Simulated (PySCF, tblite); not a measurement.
# CH₆ClFPSi₂ radical: geometry, infrared bands and EPR parameters

What infrared bands and EPR parameters should CH₆ClFPSi₂ radical (`F[C@H](Cl)[SiH][SiH2]P`) show?

The runs use tblite 0.8.0 and PySCF 2.14.0, with density-fitted response routines of our own; the level of theory stands in each step. All values are computed, except where a source is named. Atoms are numbered from 0 throughout.

## (1) The molecule as given

12 atoms, charge 0, multiplicity 2; geometry from: force field or distance geometry start.

Bonds of the start (Å): F0–C1 1.41, C1–Cl2 1.78, C1–Si3 1.86, Si3–Si4 2.23, Si4–P5 2.19, C1–H6 1.10, Si3–H7 1.45, Si4–H8 1.48, Si4–H9 1.47, P5–H10 1.45, P5–H11 1.43.

## (2) Optimising the geometry with GFN2-xTB

The job: settings as JSON, then the geometry in Å.

```
{"job": {"kind": "relax", "xc": "GFN2-xTB", "basis": "xTB"}, "charge": 0, "multiplicity": 2}
F     -1.218400    -1.321700     1.153700
C     -1.824700    -0.688600     0.053100
Cl    -1.451900    -1.657300    -1.387500
Si    -1.195500     1.060600    -0.076300
Si     0.909300     1.048700     0.655600
P      2.235200    -0.234800    -0.530900
H     -2.911200    -0.692600     0.208300
H     -1.344200     1.635700    -1.397400
H      0.879900     0.450900     2.005100
H      1.449900     2.408600     0.756400
H      2.804800    -1.292300     0.289400
H      1.667900    -0.717900    -1.755400
```

Run with:

```
$ OMP_NUM_THREADS=1 python probes_run.py task.json out
```

The driver reads the jobs from task.json and runs them one after another.

**Question.** This job is followed by: GFN2-xTB harmonic vibrations, gas phase; UKS B3LYP, pcH-1 on C Cl F H P Si, non-relativistic, mean-field spin-orbit, GIAO. Predict these results of the whole session: strongest single infrared mode (GFN2-xTB); zero-point energy (GFN2-xTB); g(iso) (B3LYP); ⟨S²⟩; largest a(iso) (averaged by class); surface potential, 1st and 99th percentile.

As calculated:

| quantity | value |
| --- | --- |
| strongest single infrared mode (GFN2-xTB) | 2194 cm⁻¹, 296 km/mol |
| zero-point energy (GFN2-xTB) | 38.3 kcal/mol |
| g(iso) (B3LYP) | 2.00276 |
| ⟨S²⟩ | 0.753 (exact 0.75) |
| largest a(iso) (averaged by class) | 29Si on Si3, -346.5 MHz |
| surface potential, 1st and 99th percentile | -0.75 V and 1.33 V |

In words: Over 98 steps the energy fell by 1.058 eV; of the close pairs, Si3–Si4 changed most, 2.228 to 2.310 Å. All 30 modes are real, so the xTB geometry is a minimum. The strongest single mode, at 2194 cm⁻¹, moves mainly H8. Unscaled tight-binding wavenumbers are off by several per cent, some by more. Its intensities can rank the bands wrongly. Most of the unpaired spin sits on Si3 (0.90 e). The isotropic g lies 0.4 ppt above the free-electron value.
